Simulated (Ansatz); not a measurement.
# ZnS: the cost of one run

Computed with Ansatz 0.2.0 (DFT r2SCAN, scalar-relativistic, plane waves, PAW, unless a step's input says otherwise).

1 further run of the same task is left out (set aside as unsound or not needed). Runs told in other sessions of the task aren't counted.

## Step 1: The starting structure

It takes space group P6_3mc (No. 186, hexagonal). The conventional cell has a = 3.807 Å, b = 3.807 Å, c = 6.246 Å, α = 90.00°, β = 90.00°, γ = 120.00°. Zn (site symmetry 3m) has 4 S at 2.33 to 2.34 Å in its first shell of neighbours. S (site symmetry 3m) is surrounded by 4 Zn at 2.33 to 2.34 Å.

Coordinates:

```cif
data_structure
_symmetry_space_group_name_H-M 'P6_3mc'
_symmetry_Int_Tables_number 186
_cell_length_a 3.8067
_cell_length_b 3.8067
_cell_length_c 6.2457
_cell_angle_alpha 90.000
_cell_angle_beta 90.000
_cell_angle_gamma 120.000
_cell_volume 78.38
loop_
_atom_site_label
_atom_site_type_symbol
_atom_site_symmetry_multiplicity
_atom_site_Wyckoff_symbol
_atom_site_fract_x
_atom_site_fract_y
_atom_site_fract_z
_atom_site_occupancy
Zn1 Zn 2 b 0.33333 0.66667 0.00539 1
S1 S 2 b 0.33333 0.66667 0.37961 1
```

This cell was relaxed beforehand with the same method: volume 19.60 Å³/atom, gap on the mesh 2.78 eV.

## Step 2: The reference cell

Reference values: F = -8466.8882 eV; pressure -0.03 GPa; largest force 0.000 eV/Å; gap on the mesh 2.78 eV. It was computed beforehand with the settings of the runs below.

## Step 3: The scan: biaxial against axial strain

The cell is strained by p along both x and y and by q along z, with fractional coordinates fixed.

## Step 4: At p = -0.080, q = -0.080

Input file input.yaml:

```yaml
crystal:
  lattice:
    - [3.5021840075, 0.0, 0.0]
    - [-1.7510920037, 3.0329803192, 0.0]
    - [0.0, 0.0, 5.7460763399]
  atoms:
    - { symbol: Zn, position: [0.3333333333, 0.6666666667, 0.005388071] }
    - { symbol: Zn, position: [0.6666666667, 0.3333333333, 0.505388071] }
    - { symbol: S, position: [0.3333333333, 0.6666666667, 0.379611929] }
    - { symbol: S, position: [0.6666666667, 0.3333333333, 0.879611929] }
basis:
  ecutwfc: 500
kpoints:
  mp_grid: { grid: [6, 6, 4] }
hamiltonian:
  xc: r2scan
scf:
  occupations: { method: gaussian, width: 0.05 }
output:
  forces: true
  stress: true
  eigenvalues: true
```

Started as:

```console
> ansatz run input.yaml --threads 2 --pin off --max-ram 5120MiB --backend cpu --events-out ev --progress --plain --runs-dir out
```

Q: Estimate wall time and peak memory on 2 threads of Arm Neoverse V2, shared host.

About 4.1 s, with a peak of 0.43 GiB.
